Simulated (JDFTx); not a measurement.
# InPd (Pm-3m) in JDFTx: reference runs

Aim: a first look at InPd with PBEsol, on the cell as given and on a disturbed one.

Everything below comes from runs of JDFTx 1.7.0 (patched build). Logs are shortened: lines on timing, memory, paths and dates and some standing lists are left out, and cuts for length are marked. The log counts tension as positive stress, the text compression.

**1. The crystal as given**

Symmetry: Pm-3m, No. 221, cubic system. Conventional cell: a = 3.272 Å, b = 3.272 Å, c = 3.272 Å, α = 90.00°, β = 90.00°, γ = 90.00°. In (site symmetry m-3m) is surrounded by 8 Pd at 2.83 Å. Pd (site symmetry m-3m) is surrounded by 8 In at 2.83 Å.

The cell comes from a database or a generator and needn't be the stable form of this composition.

**2. Single point, PBEsol**

Input file InPd.in:

```
lattice \
    6.1829661455     0.0000000000     0.0000000000 \
    0.0000000000     6.1829661455     0.0000000000 \
    0.0000000000     0.0000000000     6.1829661455
coords-type Lattice
ion In     0.0000000000     0.0000000000     0.0000000000 1
ion Pd     0.5000000000     0.5000000000     0.5000000000 1

ion-species pseudo/In.upf
ion-species pseudo/Pd.upf
elec-cutoff 41 328
elec-ex-corr gga-PBEsol
kpoint-folding 8 8 8
elec-smearing Fermi 0.0018374661
elec-n-bands 22
electronic-SCF nIterations 100 energyDiffThreshold 1e-09
electronic-minimize nIterations 30 energyDiffThreshold 1e-7
converge-empty-states yes
forces-output-coords Cartesian

dump-name run.$VAR
dump End Ecomponents EigStats BandEigs Kpoints Forces Stress ElecDensity Dtot KEdensity
```

Potentials or basis: PseudoDojo-SR-PBEsol-0.4.1-standard with smoothed tails.

On the command line:

```
$ jdftx -c 1 -i InPd.in -o InPd.out
```

Log:

```text
*************** JDFTx 1.7.0 (patched build) ***************

Input parsed successfully to the following command list (including defaults):
[... the input with its defaults ...]

---------- Setting up symmetries ----------

Found 48 point-group symmetries of the bravais lattice
Found 48 space-group symmetries with basis
Applied RMS atom displacement 0 bohrs to make symmetries exact.

---------- Initializing the Grid ----------
R =
[      6.18297            0            0  ]
[            0      6.18297            0  ]
[            0            0      6.18297  ]
unit cell volume = 236.369
G =
[    1.01621          0          0  ]
[          0    1.01621          0  ]
[          0          0    1.01621  ]
Minimum fftbox size, Smin = [  52  52  52  ]
Chosen fftbox size, S = [  54  54  54  ]

---------- Initializing tighter grid for wavefunction operations ----------
R =
[      6.18297            0            0  ]
[            0      6.18297            0  ]
[            0            0      6.18297  ]
unit cell volume = 236.369
G =
[    1.01621          0          0  ]
[          0    1.01621          0  ]
[          0          0    1.01621  ]
Minimum fftbox size, Smin = [  36  36  36  ]
Chosen fftbox size, S = [  36  36  36  ]

---------- Exchange Correlation functional ----------
Initalized PBEsol GGA exchange.
Initalized PBEsol GGA correlation.

---------- Setting up pseudopotentials ----------
Width of ionic core gaussian charges (only for fluid interactions / plotting) set to 0

Reading pseudopotential file 'pseudo/In.upf':
  'In' pseudopotential, 'PBESOL' functional
  Generated using ONCVPSP code by D. R. Hamann
  13 valence electrons, 3 orbitals, 6 projectors, 1001 radial grid points, with lMax = 2
    4D    l: 2   occupation: 10.0   eigenvalue: -0.683211
    5S    l: 0   occupation:  2.0   eigenvalue: -0.303394
    5P    l: 1   occupation:  1.0   eigenvalue: -0.092565
  Core radius for overlap checks: 2.17 bohrs.

Reading pseudopotential file 'pseudo/Pd.upf':
  'Pd' pseudopotential, 'PBESOL' functional
  Generated using ONCVPSP code by D. R. Hamann
  18 valence electrons, 3 orbitals, 6 projectors, 1001 radial grid points, with lMax = 2
    4S    l: 0   occupation:  2.0   eigenvalue: -3.132811
    4P    l: 1   occupation:  6.0   eigenvalue: -1.879401
    4D    l: 2   occupation: 10.0   eigenvalue: -0.148856
  Core radius for overlap checks: 1.48 bohrs.

Initialized 2 species with 2 total atoms.

Folded 1 k-points by 8x8x8 to 512 k-points.

---------- Setting up k-points, bands, fillings ----------
Reduced to 35 k-points under symmetry.
Computing the number of bands and number of electrons
Calculating initial fillings.
nElectrons:  31.000000   nBands: 22   nStates: 35

----- Setting up reduced wavefunction bases (one per k-point) -----
average nbasis = 2965.006 , ideal nbasis = 2963.878

---------- Setting up ewald sum ----------
Optimum gaussian width for ewald sums = 2.197532 bohr.
Real space sum over 1331 unit cells with max indices [  5  5  5  ]
Reciprocal space sum over 2197 terms with max indices [  6  6  6  ]

---------- Allocating electronic variables ----------
Initializing wave functions:  linear combination of atomic orbitals
Note: number of bands (22) exceeds available atomic orbitals (18)
In pseudo-atom occupations:   s ( 2 )  p ( 1 )  d ( 10 )
Pd pseudo-atom occupations:   s ( 2 )  p ( 6 )  d ( 10 )
	FillingsUpdate:  mu: +0.593603113  nElectrons: 31.000000
LCAOMinimize: Iter:   0  F: -184.9015170136865436  |grad|_K:  6.959e-03  alpha:  1.000e+00
	FillingsUpdate:  mu: +0.661524807  nElectrons: 31.000000
LCAOMinimize: Iter:   1  F: -184.9938772546078098  |grad|_K:  2.339e-03  alpha:  4.504e-01  linmin:  2.102e-01  cgtest: -1.279e+00
LCAOMinimize: 	Bad step direction: g.d > 0.
[... 11 lines of inner loops ...]
LCAOMinimize: Iter:   6  F: -185.0122385020181071  |grad|_K:  3.254e-07  alpha:  8.118e-01  linmin: -2.264e-03  cgtest:  5.444e-02
	FillingsUpdate:  mu: +0.622713398  nElectrons: 31.000000
LCAOMinimize: Iter:   7  F: -185.0122385026797360  |grad|_K:  1.718e-07  alpha:  7.369e-01  linmin:  9.161e-04  cgtest: -5.263e-03
LCAOMinimize: Converged (|Delta F|<1.000000e-06 for 2 iters).

-------- Electronic minimization -----------
Will mix electronic density at each iteration.
	FillingsUpdate:  mu: +0.622713398  nElectrons: 31.000000
	FillingsUpdate:  mu: +0.612394485  nElectrons: 31.000000
SCF: Cycle:  0   F: -185.052237698697354   dF: -4.000e-02   |Residual|: 4.361e-02   |deigs|: 2.691e-01
	FillingsUpdate:  mu: +0.615800572  nElectrons: 31.000000
SCF: Cycle:  1   F: -185.053592884133451   dF: -1.355e-03   |Residual|: 2.004e-02   |deigs|: 9.993e-03
	FillingsUpdate:  mu: +0.613648727  nElectrons: 31.000000
SCF: Cycle:  2   F: -185.053788143566209   dF: -1.953e-04   |Residual|: 1.013e-02   |deigs|: 2.835e-03
	FillingsUpdate:  mu: +0.613750266  nElectrons: 31.000000
SCF: Cycle:  3   F: -185.053824397583924   dF: -3.625e-05   |Residual|: 1.754e-03   |deigs|: 1.060e-03
	FillingsUpdate:  mu: +0.613732506  nElectrons: 31.000000
SCF: Cycle:  4   F: -185.053826210983573   dF: -1.813e-06   |Residual|: 5.670e-04   |deigs|: 1.369e-04
	FillingsUpdate:  mu: +0.613713404  nElectrons: 31.000000
SCF: Cycle:  5   F: -185.053826838690981   dF: -6.277e-07   |Residual|: 1.151e-04   |deigs|: 6.593e-05
	FillingsUpdate:  mu: +0.613711447  nElectrons: 31.000000
SCF: Cycle:  6   F: -185.053827097637338   dF: -2.589e-07   |Residual|: 7.219e-05   |deigs|: 2.842e-05
	FillingsUpdate:  mu: +0.613711484  nElectrons: 31.000000
SCF: Cycle:  7   F: -185.053827208658987   dF: -1.110e-07   |Residual|: 1.372e-05   |deigs|: 3.920e-05
	FillingsUpdate:  mu: +0.613710440  nElectrons: 31.000000
SCF: Cycle:  8   F: -185.053827257270854   dF: -4.861e-08   |Residual|: 1.563e-05   |deigs|: 1.674e-05
	FillingsUpdate:  mu: +0.613710586  nElectrons: 31.000000
SCF: Cycle:  9   F: -185.053827278448210   dF: -2.118e-08   |Residual|: 3.057e-06   |deigs|: 1.260e-05
	FillingsUpdate:  mu: +0.613710454  nElectrons: 31.000000
SCF: Cycle: 10   F: -185.053827286914895   dF: -8.467e-09   |Residual|: 3.060e-06   |deigs|: 9.191e-06
	FillingsUpdate:  mu: +0.613710375  nElectrons: 31.000000
SCF: Cycle: 11   F: -185.053827291591631   dF: -4.677e-09   |Residual|: 9.658e-07   |deigs|: 1.057e-05
	FillingsUpdate:  mu: +0.613710357  nElectrons: 31.000000
SCF: Cycle: 12   F: -185.053827293041962   dF: -1.450e-09   |Residual|: 8.418e-07   |deigs|: 8.266e-06
	FillingsUpdate:  mu: +0.613710352  nElectrons: 31.000000
SCF: Cycle: 13   F: -185.053827294050905   dF: -1.009e-09   |Residual|: 9.332e-07   |deigs|: 7.367e-06
	FillingsUpdate:  mu: +0.613710348  nElectrons: 31.000000
SCF: Cycle: 14   F: -185.053827294316420   dF: -2.655e-10   |Residual|: 1.000e-06   |deigs|: 5.765e-06
	FillingsUpdate:  mu: +0.613710294  nElectrons: 31.000000
SCF: Cycle: 15   F: -185.053827294499143   dF: -1.827e-10   |Residual|: 8.154e-07   |deigs|: 1.250e-05
SCF: Converged (|Delta E|<1.000000e-09 for 2 iters).

Setting wave functions to eigenvectors of Hamiltonian
Converging empty states (this may take a while):
EmptyStates: None of the convergence criteria satisfied.
|deigs|: 8.291e-05

# Stress tensor in Cartesian coordinates [Eh/a0^3]:
[  9.42935e-05            0            0  ]
[            0  9.42935e-05            0  ]
[            0            0  9.42935e-05  ]

# Ionic positions in lattice coordinates:
ion In   0.000000000000000   0.000000000000000   0.000000000000000 1
ion Pd   0.500000000000000   0.500000000000000   0.500000000000000 1

# Forces in Cartesian coordinates:
force In   0.000000000000000   0.000000000000000  -0.000000000000000 1
force Pd  -0.000000000000000   0.000000000000000   0.000000000000000 1

# Energy components:
   Eewald =     -143.4662304150151613
       EH =       41.2082102585821772
     Eloc =     -132.3188650398415689
      Enl =      -13.7177404910638572
      Exc =      -40.3938338525311522
 Exc_core =       16.1440051601890886
       KE =       87.4910012255294731
-------------------------------------
     Etot =     -185.0534531541510432
       TS =        0.0003741403481022
-------------------------------------
        F =     -185.0538272944991434

IonicMinimize: Iter:   0  F: -185.053827294499143  |grad|_K:       -nan
IonicMinimize: None of the convergence criteria satisfied after 0 iterations.

#--- Lowdin population analysis ---
# oxidation-state In -0.505
# oxidation-state Pd +0.592

Dumping 'run.eigStats' ...
	eMin: -2.486269 at state 0 ( [ +0.000000 +0.000000 +0.000000 ] spin 0 )
	HOMO: +0.612959 at state 22 ( [ +0.125000 +0.375000 +0.375000 ] spin 0 )
	mu  : +0.613710
	LUMO: +0.625696 at state 32 ( [ +0.375000 +0.375000 +0.500000 ] spin 0 )
	eMax: +1.219004 at state 0 ( [ +0.000000 +0.000000 +0.000000 ] spin 0 )
	HOMO-LUMO gap: +0.012737
	Optical gap  : +0.069335 at state 33 ( [ +0.375000 +0.500000 +0.500000 ] spin 0 )
WARNING: the last solve of the electrons (or of bands or displaced states from it) ended unconverged.
Done!
[note: the HOMO, LUMO and gaps printed at the end count levels as full or empty at half filling, so they show a gap where a level is partly filled]
```

Run time: 52 s. Hardware: 1 thread of Intel Xeon 6975P-C (Granite Rapids), shared host; peak memory 0.14 GiB.

Results:

| Property | Result |
| --- | --- |
| Free energy | -5035.5712 eV |
| Pressure | -2.8 GPa |
| Band gap on the k mesh | none (metal or under the smearing width) |
| Loewdin charges | In -0.51; Pd +0.59 e |

Caveat: this set's palladium file may shift the pressure by some GPa; the empty levels aren't tightly converged.

**3. Single point, PBEsol (atoms moved at random, drawn with an rms of 0.05 Å)**

Edit InPd.in of step 2 so:

```diff
@@ -5,4 +5,4 @@
 coords-type Lattice
-ion In     0.0000000000     0.0000000000     0.0000000000 1
-ion Pd     0.5000000000     0.5000000000     0.5000000000 1
+ion In    -0.0067690000     0.0003210000     0.0083760000 1
+ion Pd     0.4891010000     0.5068780000     0.4918490000 1
```

Potentials or basis: PseudoDojo-SR-PBEsol-0.4.1-standard with smoothed tails.

On the command line:

```
$ jdftx -c 1 -i InPd.in -o InPd.out
```

Log:

```text
*************** JDFTx 1.7.0 (patched build) ***************

Input parsed successfully to the following command list (including defaults):
[... the input with its defaults ...]

---------- Setting up symmetries ----------

Found 48 point-group symmetries of the bravais lattice
Found 1 space-group symmetries with basis
Applied RMS atom displacement 0 bohrs to make symmetries exact.

---------- Initializing the Grid ----------
R =
[      6.18297            0            0  ]
[            0      6.18297            0  ]
[            0            0      6.18297  ]
unit cell volume = 236.369
G =
[    1.01621          0          0  ]
[          0    1.01621          0  ]
[          0          0    1.01621  ]
Minimum fftbox size, Smin = [  52  52  52  ]
Chosen fftbox size, S = [  54  54  54  ]

---------- Initializing tighter grid for wavefunction operations ----------
R =
[      6.18297            0            0  ]
[            0      6.18297            0  ]
[            0            0      6.18297  ]
unit cell volume = 236.369
G =
[    1.01621          0          0  ]
[          0    1.01621          0  ]
[          0          0    1.01621  ]
Minimum fftbox size, Smin = [  36  36  36  ]
Chosen fftbox size, S = [  36  36  36  ]

---------- Exchange Correlation functional ----------
Initalized PBEsol GGA exchange.
Initalized PBEsol GGA correlation.

---------- Setting up pseudopotentials ----------
Width of ionic core gaussian charges (only for fluid interactions / plotting) set to 0

Reading pseudopotential file 'pseudo/In.upf':
  'In' pseudopotential, 'PBESOL' functional
  Generated using ONCVPSP code by D. R. Hamann
  13 valence electrons, 3 orbitals, 6 projectors, 1001 radial grid points, with lMax = 2
    4D    l: 2   occupation: 10.0   eigenvalue: -0.683211
    5S    l: 0   occupation:  2.0   eigenvalue: -0.303394
    5P    l: 1   occupation:  1.0   eigenvalue: -0.092565
  Core radius for overlap checks: 2.17 bohrs.

Reading pseudopotential file 'pseudo/Pd.upf':
  'Pd' pseudopotential, 'PBESOL' functional
  Generated using ONCVPSP code by D. R. Hamann
  18 valence electrons, 3 orbitals, 6 projectors, 1001 radial grid points, with lMax = 2
    4S    l: 0   occupation:  2.0   eigenvalue: -3.132811
    4P    l: 1   occupation:  6.0   eigenvalue: -1.879401
    4D    l: 2   occupation: 10.0   eigenvalue: -0.148856
  Core radius for overlap checks: 1.48 bohrs.

Initialized 2 species with 2 total atoms.

Folded 1 k-points by 8x8x8 to 512 k-points.

---------- Setting up k-points, bands, fillings ----------
Adding inversion symmetry to k-mesh for non-inversion-symmetric unit cell.
Reduced to 260 k-points under symmetry.
Computing the number of bands and number of electrons
Calculating initial fillings.
nElectrons:  31.000000   nBands: 22   nStates: 260

----- Setting up reduced wavefunction bases (one per k-point) -----
average nbasis = 2965.006 , ideal nbasis = 2963.878

---------- Setting up ewald sum ----------
Optimum gaussian width for ewald sums = 2.197532 bohr.
Real space sum over 1331 unit cells with max indices [  5  5  5  ]
Reciprocal space sum over 2197 terms with max indices [  6  6  6  ]

---------- Allocating electronic variables ----------
Initializing wave functions:  linear combination of atomic orbitals
Note: number of bands (22) exceeds available atomic orbitals (18)
In pseudo-atom occupations:   s ( 2 )  p ( 1 )  d ( 10 )
Pd pseudo-atom occupations:   s ( 2 )  p ( 6 )  d ( 10 )
	FillingsUpdate:  mu: +0.596706041  nElectrons: 31.000000
LCAOMinimize: Iter:   0  F: -184.9036261426595615  |grad|_K:  2.515e-03  alpha:  1.000e+00
	FillingsUpdate:  mu: +0.660768103  nElectrons: 31.000000
LCAOMinimize: Iter:   1  F: -184.9944523527726687  |grad|_K:  8.358e-04  alpha:  4.501e-01  linmin:  2.692e-01  cgtest: -1.274e+00
LCAOMinimize: 	Bad step direction: g.d > 0.
[... 12 lines of inner loops ...]
LCAOMinimize: Encountered beta<0, resetting CG.
	FillingsUpdate:  mu: +0.624287421  nElectrons: 31.000000
LCAOMinimize: Iter:   7  F: -185.0118944594177890  |grad|_K:  7.123e-08  alpha:  4.719e-01  linmin:  1.071e-04  cgtest: -3.916e-04
LCAOMinimize: Converged (|Delta F|<1.000000e-06 for 2 iters).

-------- Electronic minimization -----------
Will mix electronic density at each iteration.
	FillingsUpdate:  mu: +0.624287421  nElectrons: 31.000000
	FillingsUpdate:  mu: +0.612544000  nElectrons: 31.000000
SCF: Cycle:  0   F: -185.052031747333075   dF: -4.014e-02   |Residual|: 4.331e-02   |deigs|: 3.201e-01
	FillingsUpdate:  mu: +0.615801080  nElectrons: 31.000000
SCF: Cycle:  1   F: -185.053342168644122   dF: -1.310e-03   |Residual|: 2.000e-02   |deigs|: 8.735e-03
	FillingsUpdate:  mu: +0.613650139  nElectrons: 31.000000
SCF: Cycle:  2   F: -185.053537508999312   dF: -1.953e-04   |Residual|: 1.004e-02   |deigs|: 2.843e-03
	FillingsUpdate:  mu: +0.613751915  nElectrons: 31.000000
SCF: Cycle:  3   F: -185.053574486523871   dF: -3.698e-05   |Residual|: 1.745e-03   |deigs|: 1.036e-03
	FillingsUpdate:  mu: +0.613755510  nElectrons: 31.000000
SCF: Cycle:  4   F: -185.053576221159460   dF: -1.735e-06   |Residual|: 5.542e-04   |deigs|: 1.294e-04
	FillingsUpdate:  mu: +0.613726234  nElectrons: 31.000000
SCF: Cycle:  5   F: -185.053576934717569   dF: -7.136e-07   |Residual|: 1.169e-04   |deigs|: 8.793e-05
	FillingsUpdate:  mu: +0.613721662  nElectrons: 31.000000
SCF: Cycle:  6   F: -185.053577212456673   dF: -2.777e-07   |Residual|: 7.307e-05   |deigs|: 8.615e-05
	FillingsUpdate:  mu: +0.613724045  nElectrons: 31.000000
SCF: Cycle:  7   F: -185.053577330815699   dF: -1.184e-07   |Residual|: 1.397e-05   |deigs|: 5.156e-05
	FillingsUpdate:  mu: +0.613722866  nElectrons: 31.000000
SCF: Cycle:  8   F: -185.053577372272343   dF: -4.146e-08   |Residual|: 1.399e-05   |deigs|: 2.500e-05
	FillingsUpdate:  mu: +0.613722790  nElectrons: 31.000000
SCF: Cycle:  9   F: -185.053577393548011   dF: -2.128e-08   |Residual|: 4.900e-06   |deigs|: 3.323e-05
	FillingsUpdate:  mu: +0.613722598  nElectrons: 31.000000
SCF: Cycle: 10   F: -185.053577399423801   dF: -5.876e-09   |Residual|: 2.653e-06   |deigs|: 1.846e-05
	FillingsUpdate:  mu: +0.613722506  nElectrons: 31.000000
SCF: Cycle: 11   F: -185.053577403326329   dF: -3.903e-09   |Residual|: 7.829e-07   |deigs|: 3.660e-05
	FillingsUpdate:  mu: +0.613722487  nElectrons: 31.000000
SCF: Cycle: 12   F: -185.053577404193533   dF: -8.672e-10   |Residual|: 5.536e-07   |deigs|: 1.954e-05
	FillingsUpdate:  mu: +0.613722425  nElectrons: 31.000000
SCF: Cycle: 13   F: -185.053577404856867   dF: -6.633e-10   |Residual|: 3.744e-07   |deigs|: 2.653e-05
SCF: Converged (|Delta E|<1.000000e-09 for 2 iters).

Setting wave functions to eigenvectors of Hamiltonian
Converging empty states (this may take a while):
EmptyStates: None of the convergence criteria satisfied.
|deigs|: 1.570e-04

# Stress tensor in Cartesian coordinates [Eh/a0^3]:
[  8.72726e-05  9.52026e-07 -2.37725e-06  ]
[  9.52026e-07  8.76217e-05  3.77445e-06  ]
[ -2.37725e-06  3.77445e-06  9.07768e-05  ]

# Ionic positions in lattice coordinates:
ion In  -0.006769000000000   0.000321000000000   0.008376000000000 1
ion Pd   0.489101000000000   0.506878000000000   0.491849000000000 1

# Forces in Cartesian coordinates:
force In  -0.001011085535295   0.001612554866454  -0.004010456416725 1
force Pd   0.001006963165807  -0.001619765690875   0.004013665748667 1

# Energy components:
   Eewald =     -143.4398260759310801
       EH =       41.2330470175760198
     Eloc =     -132.3710246434351063
      Enl =      -13.7169466524675236
      Exc =      -40.3943847526795921
 Exc_core =       16.1440053526212139
       KE =       87.4919264181579166
-------------------------------------
     Etot =     -185.0532033361581625
       TS =        0.0003740686987057
-------------------------------------
        F =     -185.0535774048568669

IonicMinimize: Iter:   0  F: -185.053577404856867  |grad|_K:  2.564e-03
IonicMinimize: None of the convergence criteria satisfied after 0 iterations.

#--- Lowdin population analysis ---
# oxidation-state In -0.505
# oxidation-state Pd +0.592

Dumping 'run.eigStats' ...
	eMin: -2.486323 at state 0 ( [ +0.000000 +0.000000 +0.000000 ] spin 0 )
	HOMO: +0.612996 at state 193 ( [ +0.375000 +0.375000 -0.125000 ] spin 0 )
	mu  : +0.613723
	LUMO: +0.625601 at state 252 ( [ +0.500000 +0.375000 -0.375000 ] spin 0 )
	eMax: +1.219511 at state 0 ( [ +0.000000 +0.000000 +0.000000 ] spin 0 )
	HOMO-LUMO gap: +0.012605
	Optical gap  : +0.069541 at state 198 ( [ +0.375000 +0.500000 +0.500000 ] spin 0 )
WARNING: the last solve of the electrons (or of bands or displaced states from it) ended unconverged.
Done!
[note: the HOMO, LUMO and gaps printed at the end count levels as full or empty at half filling, so they show a gap where a level is partly filled]
```

It took 5.6 min on 1 thread of Intel Xeon 6975P-C (Granite Rapids), shared host; peak memory 0.73 GiB.

What came out:

- Free energy: -5035.5644 eV
- Pressure: -2.6 GPa
- Largest force: 0.229 eV/Å
- Band gap on the k mesh: none (metal or under the smearing width)
- Loewdin charges: In -0.51; Pd +0.59 e

Forces on the atoms (eV/Å):
```
In  -0.052  0.083 -0.206
Pd   0.052 -0.083  0.206
```

Stress tensor (GPa, compression positive):
```
-2.57 -0.03  0.07
-0.03 -2.58 -0.11
 0.07 -0.11 -2.67
```

Caveat: this set's palladium file may shift the pressure by some GPa; the empty levels aren't tightly converged.
